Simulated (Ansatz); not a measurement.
# CaMg2O3: the cost of one run

Computed with Ansatz 0.2.0 (DFT PBE, scalar-relativistic, plane waves, PAW, unless a step's input says otherwise).

## Step 1: The starting structure

It takes space group P-3m1 (No. 164, trigonal). The conventional cell has a = 3.149 Å, b = 3.149 Å, c = 7.733 Å, α = 90.00°, β = 90.00°, γ = 120.00°. Around Ca (site symmetry -3m) lie 6 O at 2.33 Å. Mg (site symmetry 3m) is surrounded by 6 O at 2.18 Å. O (site symmetry 3m) has 3 Mg at 2.18 Å and 3 Ca at 2.33 Å as nearest neighbours. O (site symmetry -3m) is surrounded by 6 Mg at 2.18 Å.

Structure file:

```
Ca Mg O
1.0
     3.14880    0.00000    0.00000
    -1.57440    2.72694    0.00000
     0.00000    0.00000    7.73261
Ca Mg O
1 2 3
Direct
  0.00000 0.00000 0.00000
  0.33333 0.66667 0.34362
  0.66667 0.33333 0.65638
  0.33333 0.66667 0.81167
  0.66667 0.33333 0.18833
  0.00000 0.00000 0.50000
```

It is the end of an earlier relaxation with the same method, from a database cell with other species swapped in; it is a trial structure. At a tolerance of 0.02 Å it has space group P-3m1 (No. 164); it has 11.07 Å³/atom, an uncorrected energy of -2.70 eV/atom over the elements.

## Step 2: Static run: bands, density of states and charges

input.yaml

```yaml
crystal:
  lattice:
    - [3.1487951315, 0.0, 0.0]
    - [-1.5743975658, 2.7269365752, 0.0]
    - [0.0, 0.0, 7.7326072258]
  atoms:
    - { symbol: Ca, position: [0.0, 0.0, 0.0] }
    - { symbol: Mg, position: [0.3333333333, 0.6666666667, 0.3436237572] }
    - { symbol: Mg, position: [0.6666666667, 0.3333333333, 0.6563762428] }
    - { symbol: O, position: [0.3333333333, 0.6666666667, 0.8116721807] }
    - { symbol: O, position: [0.6666666667, 0.3333333333, 0.1883278193] }
    - { symbol: O, position: [0.0, 0.0, 0.5] }
basis:
  ecutwfc: 420
kpoints:
  mp_grid: { grid: [12, 12, 4] }
  band_path:
    path:
      - [[0.0, 0.0, 0.0], [0.5, 0.0, 0.0], [0.33333333, 0.33333333, 0.0], [0.0, 0.0, 0.0], [0.0, 0.0, 0.5], [0.5, 0.0, 0.5], [0.33333333, 0.33333333, 0.5], [0.0, 0.0, 0.5]]
      - [[0.5, 0.0, 0.5], [0.5, 0.0, 0.0]]
      - [[0.33333333, 0.33333333, 0.5], [0.33333333, 0.33333333, 0.0]]
    npoints: 14
hamiltonian:
  xc: pbe
scf:
  occupations: { method: gaussian, width: 0.02 }
  n_extra_bands: 15
output:
  forces: true
  stress: true
  eigenvalues: true
  populations: true
  dos: { projected: true, de: 0.02, nscf_kmesh: { grid: [18, 18, 6] } }
  bader: true
```

Launch:

```
$ ansatz run input.yaml --threads 1 --pin off --max-ram 2560MiB --backend cpu --events-out ev --progress --plain --runs-dir out
```

**Question.** How long does this run take on 1 thread of Arm Neoverse N1, shared host, and how much memory does it need?

About 1.7 min, with a peak of 0.51 GiB.
